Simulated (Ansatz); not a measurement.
Task: a geometry optimisation of C2H6ClNSi, SMILES CC=N[SiH2]Cl, with the Ansatz DFT code, driven from Python. Give the script and its output. Use: PBE0, 6-31G* basis, multiplicity 1, D3BJ dispersion.

```yaml
atoms:
  - { symbol: C, position_ang: [-0.5923, -1.3058, 0.5622] }
  - { symbol: C, position_ang: [0.4037, -0.3190, 1.0698] }
  - { symbol: N, position_ang: [0.9071, 0.7274, 0.5022] }
  - { symbol: Si, position_ang: [0.5978, 1.3064, -1.0625] }
  - { symbol: Cl, position_ang: [-1.4008, 1.9741, -1.1056] }
  - { symbol: H, position_ang: [-1.5572, -1.0975, 1.1275] }
  - { symbol: H, position_ang: [-0.2661, -2.2817, 0.7260] }
  - { symbol: H, position_ang: [-0.8210, -1.1262, -0.5164] }
  - { symbol: H, position_ang: [0.7571, -0.5231, 2.1388] }
  - { symbol: H, position_ang: [1.4219, 2.4126, -1.4181] }
  - { symbol: H, position_ang: [0.6153, 0.1757, -2.0033] }
```

The script, `c2h6clnsi_opt.py`:
```python
"""Minimum-energy structure of C2H6ClNSi."""

import ansatz
import numpy as np

BASIS = "6-31G*"
XC = "pbe0"
DISPERSION = "d3bj"


def main() -> None:
    system = (
        ansatz.Crystal.molecule()
        .atom("C", (-0.5923, -1.3058, 0.5622))
        .atom("C", (0.4037, -0.319, 1.0698))
        .atom("N", (0.9071, 0.7274, 0.5022))
        .atom("Si", (0.5978, 1.3064, -1.0625))
        .atom("Cl", (-1.4008, 1.9741, -1.1056))
        .atom("H", (-1.5572, -1.0975, 1.1275))
        .atom("H", (-0.2661, -2.2817, 0.726))
        .atom("H", (-0.821, -1.1262, -0.5164))
        .atom("H", (0.7571, -0.5231, 2.1388))
        .atom("H", (1.4219, 2.4126, -1.4181))
        .atom("H", (0.6153, 0.1757, -2.0033))
    )

    calc = system.calculation()
    calc = calc.basis(gaussian=BASIS)
    calc = calc.functional(XC, dispersion=DISPERSION)
    symbols = [site.symbol for site in system.cartesian_sites]
    start = np.array([site.position_ang for site in system.cartesian_sites], dtype=float)
    def progress(event):
        if event["event"] == "relax_step":
            row = event["data"]
            print(f"step {row['step']:3d}  E = {row['lagrangian_ev']:.6f} eV  max force {row['allowed_force_max_ev_ang']:.4f} eV/A")


    summary = calc.relax(force_tolerance=0.02, max_steps=100).session().plan().execute(on_event=progress).report
    end = np.array(summary["positions_ang"])

    for key in ("converged", "free_energy_ev", "reference_energy_ev", "n_frozen", "n_occupied", "n_virtual"):
        print(f"{key:22s} {summary[key]}")

    print("bond        before    after (A)")
    for i, j in [(0, 1), (0, 5), (0, 6), (0, 7), (1, 2), (1, 8), (2, 3), (3, 4), (3, 9), (3, 10)]:
        d0, d1 = (np.linalg.norm(xyz[i] - xyz[j]) for xyz in (start, end))
        print(f"{symbols[i]}{i}-{symbols[j]}{j}".ljust(10), f"{d0:8.4f} {d1:8.4f}")
    with open("c2h6clnsi_opt.xyz", "w") as handle:
        handle.write(f"{len(symbols)}\nrelaxed C2H6ClNSi\n")
        handle.writelines(f"{s:2s} {x:11.6f} {y:11.6f} {z:11.6f}\n" for s, (x, y, z) in zip(symbols, end))


if __name__ == "__main__":
    main()
```

```console
$ python c2h6clnsi_opt.py
step   1  E = -24050.507756 eV  max force 2.8265 eV/A
step   2  E = -24050.745752 eV  max force 0.7674 eV/A
step   3  E = -24050.770727 eV  max force 0.2062 eV/A
step   4  E = -24050.773360 eV  max force 0.2466 eV/A
step   5  E = -24050.776842 eV  max force 0.0376 eV/A
step   6  E = -24050.778626 eV  max force 0.0431 eV/A
step   7  E = -24050.785332 eV  max force 0.1940 eV/A
step   8  E = -24050.789950 eV  max force 0.1413 eV/A
step   9  E = -24050.803088 eV  max force 0.1972 eV/A
step  10  E = -24050.810409 eV  max force 0.3873 eV/A
step  11  E = -24050.826975 eV  max force 0.2866 eV/A
step  12  E = -24050.860608 eV  max force 0.2252 eV/A
step  13  E = -24050.880890 eV  max force 0.1064 eV/A
step  14  E = -24050.884010 eV  max force 0.2280 eV/A
step  15  E = -24050.889491 eV  max force 0.1184 eV/A
step  16  E = -24050.891132 eV  max force 0.0308 eV/A
step  17  E = -24050.891359 eV  max force 0.0113 eV/A
step  18  E = -24050.891425 eV  max force 0.0165 eV/A
converged              True
free_energy_ev         -24050.891449384595
reference_energy_ev    -24050.65720406857
n_frozen               0
n_occupied             [28, 28]
n_virtual              [67, 67]
bond        before    after (A)
C0-C1        1.4911   1.4974
C0-H5        1.1375   1.0977
C0-H6        1.0419   1.0976
C0-H7        1.1171   1.0914
C1-N2        1.2925   1.2636
C1-H8        1.1443   1.1011
N2-Si3       1.6968   1.7082
Si3-Cl4      2.1076   2.0914
Si3-H9       1.4245   1.4803
Si3-H10      1.4710   1.4802
```

`c2h6clnsi_opt.xyz`, as written:
```text
11
relaxed C2H6ClNSi
C    -0.851276   -1.120915    0.867779
C     0.523716   -0.530562    0.922162
N     1.040909    0.337822    0.163884
Si    0.653856    1.292259   -1.198876
Cl   -1.248916    1.107217   -2.046943
H    -1.367300   -0.931350    1.817905
H    -0.776719   -2.211483    0.768235
H    -1.445858   -0.720107    0.044995
H     1.150820   -0.920875    1.738768
H     0.776201    2.709002   -0.787593
H     1.610067    0.931892   -2.269717
```

Notes:
- The settings weren't tested for convergence.
- The end point is the stationary point reached from this start; no frequency run checks that it is a minimum, and the basis set is modest.
- Total less reference energy is the dispersion correction.
- Run time: 87 s on 1 thread of Arm Neoverse V2, with other jobs on the host, peak memory 0.28 GiB.

(Lines on the test bed's own set-up are left out of the output.)
